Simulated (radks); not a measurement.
# Ge¹⁰⁺ in [Ne] 3s1.75 3p6 3d4 4s0.25: an all-electron calculation

An exercise on one series of results from a longer session: the logs are not shown, and one member is left open.

Method: scalar-relativistic Kohn-Sham, HCTH/407, spin-polarised, spherical densities, finite nucleus; open shells are filled with parallel spins first. Code: radks (a radial shooting solver on a logarithmic mesh, Libxc functionals) version 1.

## Starting point

* element: germanium (Z = 32)
* charge: +10
* electrons: 22
* configuration: [Ne] 3s1.75 3p6 3d4 4s0.25
* nuclear rms radius: 4.0742 fm

Set-up of the first run:

Input:

```text
Z 32
configuration [Ne] 3s1.75 3p6 3d4 4s0.25
relativity scalar-relativistic
functional hcth_407
spin polarised
nucleus finite rms 4.0742 fm
c 137.035999084
```

Launch:

```
> python run_ks.py task.json out
```

All runs below come from this command, one after another.

One of the session's tables, all rows but one given; the rest of the session is left out.

It belongs to the step «Orbitals and density». Radial moments (bohr):

| level | <r> | outermost maximum (interpolated) | 90 % within | nodes |
| --- | --- | --- | --- | --- |
| 1s up | 0.04704 | 0.0308 | 0.0841 | 0 |
| 1s down | 0.04704 | 0.0308 | 0.0841 | 0 |
| 2s up | 0.2099 | 0.176 | 0.324 | 1 |
| 2s down | 0.2093 | 0.176 | 0.323 | 1 |
| 2p up | 0.1836 | 0.141 | 0.300 | 0 |
| 2p down | 0.1829 | 0.141 | 0.298 | 0 |
| 3s up | 0.5802 | 0.524 | 0.853 | 2 |
| 3s down | 0.5843 | 0.526 | 0.859 | 2 |
| 3p up | 0.5825 | 0.517 | 0.874 | 1 |
| 3p down | 0.5883 | 0.520 | 0.884 | 1 |
| 3d up | 0.5609 | 0.449 | 0.884 | 0 |
| 3d down | ? | ? | ? | ? |
| 4s up | 1.288 | 1.22 | 1.84 | 3 |
| 4s down | 1.246 | 1.24 | 1.74 | 3 |

**Question.** Estimate the row for 3d down.

**Answer.** <r>: 0.5713; outermost maximum (interpolated): 0.455; 90 % within: 0.905; nodes: 0. In the column «<r>» it lies between 3d up (0.5609) and 3s up (0.5802).
